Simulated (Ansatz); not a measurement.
# GdO: the cost of one run

Method: DFT PBE, with the methods named in each step, in Ansatz 0.2.0.

### 1 The structure to begin with

The structure is cubic, space group F-43m (No. 216). Conventional cell: a = 5.400 Å, b = 5.400 Å, c = 5.400 Å, α = 90.00°, β = 90.00°, γ = 90.00°. Gd (site symmetry -43m) has 4 O at 2.34 Å as nearest neighbours. O (site symmetry -43m) has 4 Gd at 2.34 Å as nearest neighbours.

Coordinates:

```cif
data_structure
_symmetry_space_group_name_H-M 'P 1'
_symmetry_Int_Tables_number 1
_cell_length_a 3.8184
_cell_length_b 3.8184
_cell_length_c 3.8184
_cell_angle_alpha 60.000
_cell_angle_beta 60.000
_cell_angle_gamma 60.000
_cell_volume 39.37
loop_
_atom_site_label
_atom_site_type_symbol
_atom_site_fract_x
_atom_site_fract_y
_atom_site_fract_z
_atom_site_occupancy
Gd1 Gd 0.00000 0.00000 0.00000 1
O1 O 0.25000 0.25000 0.25000 1
```

Atoms are numbered in the order of the input: Gd1, O2.

### 2 Free moments, LAPW

input.yaml reads:

```yaml
crystal:
  lattice:
    - [0.0, 2.7, 2.7]
    - [2.7, 0.0, 2.7]
    - [2.7, 2.7, 0.0]
  atoms:
    - { symbol: Gd, position: [0.0, 0.0, 0.0], spin: 7.0 }
    - { symbol: O, position: [0.25, 0.25, 0.25] }
magnetization:
  spin_polarized: true
kpoints:
  mp_grid: { grid: [12, 12, 12] }
scf:
  occupations: { method: fermi_dirac, width: 0.03 }
hamiltonian:
  xc: pbe
  pseudopotentials: { kind: all_electron, lapw: { basis_error: 0.001 } }
output:
  forces: true
  stress: true
  eigenvalues: false
  populations: true
```

Command:

```sh
$ ansatz run input.yaml --threads 1 --pin off --max-ram 3072MiB --backend cpu --events-out ev --progress --plain --runs-dir out
```

Q: Estimate wall time and peak memory on 1 thread of Arm Neoverse V1, shared host.

About 2.3 min, with a peak of 0.57 GiB.
